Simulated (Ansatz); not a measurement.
**BF3 (boron trifluoride) at wB97M-V/aug-cc-pVDZ**

Aim: the electronic atomisation energy of BF3 (boron trifluoride) at wB97M-V/aug-cc-pVDZ, from 3 runs. 

Program for the calculation: Ansatz 0.2.0.

37 further runs of the same task are left out: 1 that didn't finish, 36 set aside as unsound or not needed.

### 1 The molecule

The species is BF3 (4 atoms), meant as a singlet with charge 0. SMILES: `FB(F)F`. Geometry: relaxed at PBE0-D4/def2-TZVP.

Bond lengths: F1–B2 1.311 Å, B2–F3 1.311 Å, B2–F4 1.311 Å. Angles: F1–B2–F3 120.0°, F1–B2–F4 120.0°, F3–B2–F4 120.0°.

### 2 The energy at wB97M-V/aug-cc-pVDZ

File molecule.yaml:

```yaml
crystal:
  periodic: [false, false, false]
  atoms:
    - {symbol: F, position_ang: [0.543870, 0.210740, 1.174280]}
    - {symbol: B, position_ang: [0.000020, -0.000000, 0.000010]}
    - {symbol: F, position_ang: [-0.265170, -1.223510, -0.389620]}
    - {symbol: F, position_ang: [-0.278730, 1.012770, -0.784660]}
basis:
  gaussian:
    orbitals: aug-cc-pVDZ
total_charge: 0
output:
  orbitals: {seedname: orbitals}
hamiltonian:
  xc: {name: wB97M-V}
accuracy: high
```

On the command line:

```
$ ansatz run molecule.yaml --threads 1 --pin off --max-ram 3480MiB --events-out events.jsonl --progress --plain --runs-dir runs
```

Standard output:

```text
Warning: RAYON_NUM_THREADS=1 ignored (pool sized by the plan → 1); use --threads N
Functional definition: wB97M-V
  name "wB97M-V"
  parameter omega = 0.3/bohr
  parameter cx = 0.15
  parameter cx01 = 1.007
  parameter cx10 = 0.259
  parameter css00 = 0.443
  parameter css04 = -1.437
  parameter css10 = -4.535
  parameter css20 = -3.390
  parameter css43 = 4.278
  parameter cos00 = 1.000
  parameter cos10 = 1.358
  parameter cos20 = 2.924
  parameter cos21 = -8.812
  parameter cos60 = -1.390
  parameter cos61 = 9.142
  parameter b = 6.0
  parameter c = 0.01
  gx(w, u) = 1 - cx + cx01*u + cx10*w
  gss(w, u) = css00 + css04*u^4 + css10*w + css20*w^2 + css43*w^4*u^3
  gos(w, u) = cos00 + cos10*w + (cos20 + cos21*u)*w^2 + (cos60 + cos61*u)*w^6
  exchange = spin_sum(e_x_unif_sr(omega)*gx(b97_w, b97_u_x)) + cx*exact_x_sr(omega) + exact_x_lr(omega)
  correlation = spin_sum(e_c_pw_mod_same_spin*gss(b97_w, b97_u_same))
      + integral(e_c_pw_mod_opposite_spin*gos(b97_w_opposite, b97_u_opposite)) + vv10(b, c)
1815 factors; integrals over basis functions are off by at most 3.4e-9 eV
365 factors; integrals over basis functions are off by at most 1.4e-9 eV
mean field evaluation 1: about -8827.7663 eV, gradient 4.3e1 eV
mean field evaluation 2: about -8828.0724 eV, gradient 4.4e1 eV
mean field evaluation 4: about -8830.6526 eV, gradient 2.7e-1 eV
mean field evaluation 8: about -8830.6505 eV, gradient 7.3e-3 eV
mean field evaluation 16: about -8830.6505 eV, gradient 2.0e-7 eV
mean field -8830.65050281 eV, -324.5204203484 hartree, gradient 4.6e-8 eV, S^2 0.000000; 0 other end points of the search recorded, 0 dependent functions left out
reference -8830.65050960 eV, -324.5204205979 hartree; 16, 16 occupied and 76, 76 virtual orbitals, 1815 factors
Total energy: -8830.65050960 eV, -324.5204205979 hartree
```

Run time: 29 s. Hardware: 1 thread of Arm Neoverse V2, shared host; peak memory 0.46 GiB.

### 3 The B atom

File in.yaml:

```yaml
basis:
  gaussian: {orbitals: aug-cc-pVDZ}
crystal:
  periodic: [false, false, false]
  atoms:
    - {symbol: B, position_ang: [0.000000, 0.000000, 0.000000]}
magnetization: {spin_polarized: true, initial_magnetization: 1}
hamiltonian: {xc: {name: wB97M-V}}
accuracy: high
```

On the command line:

```
$ ansatz run in.yaml --threads 1 --pin off --max-ram 3480MiB --events-out events.jsonl --progress --plain --runs-dir runs
```

Standard output, shortened:

```text
Warning: RAYON_NUM_THREADS=1 ignored (pool sized by the plan → 1); use --threads N
[... 2 set-up lines as earlier in the session ...]
[...]
  gx(w, u) = 1 - cx + cx01*u + cx10*w
  gss(w, u) = css00 + css04*u^4 + css10*w + css20*w^2 + css43*w^4*u^3
  gos(w, u) = cos00 + cos10*w + (cos20 + cos21*u)*w^2 + (cos60 + cos61*u)*w^6
[...]
      + integral(e_c_pw_mod_opposite_spin*gos(b97_w_opposite, b97_u_opposite)) + vv10(b, c)
189 factors; integrals over basis functions are off by at most 2.3e-9 eV
111 factors; integrals over basis functions are off by at most 1.3e-9 eV
[...]
mean field -670.69018519 eV, -24.6474096957 hartree, gradient 7.0e-9 eV, S^2 0.750871; 0 other end points of the search recorded, 0 dependent functions left out
reference -670.69018610 eV, -24.6474097291 hartree; 3, 2 occupied and 20, 21 virtual orbitals, 189 factors
Total energy: -670.69018610 eV, -24.6474097291 hartree
```

Run time: 3.3 s. Hardware: 1 thread of Arm Neoverse V2, shared host; peak memory 0.19 GiB.

### 4 The F atom

File input.yaml:

```yaml
crystal:
  periodic: [false, false, false]
  atoms:
    - symbol: F
      position_ang: [0.000000, 0.000000, 0.000000]
basis:
  gaussian:
    orbitals: aug-cc-pVDZ
magnetization:
  spin_polarized: true
  initial_magnetization: 1
hamiltonian:
  xc: {name: wB97M-V}
accuracy: high
```

Run the same way, it converges to -99.71550 Eh (log not shown).

### 5 Outcome

Level: wB97M-V/aug-cc-pVDZ.

| quantity | value |
| --- | --- |
| molecule: total energy | -324.52042 Eh |
| molecule: HOMO energy | -14.86 eV |
| molecule: LUMO energy | 0.51 eV |
| molecule: HOMO–LUMO gap | 15.36 eV |
| B atom: total energy | -24.64741 Eh |
| B atom: ⟨S²⟩ | 0.751 |
| F atom: total energy | -99.71550 Eh |
| F atom: ⟨S²⟩ | 0.752 |
| electronic atomisation energy | 19.770 eV |

**Reading.** Taking the molecule apart into free atoms costs 19.77 eV (456 kcal/mol), before zero-point energy and without spin-orbit coupling.
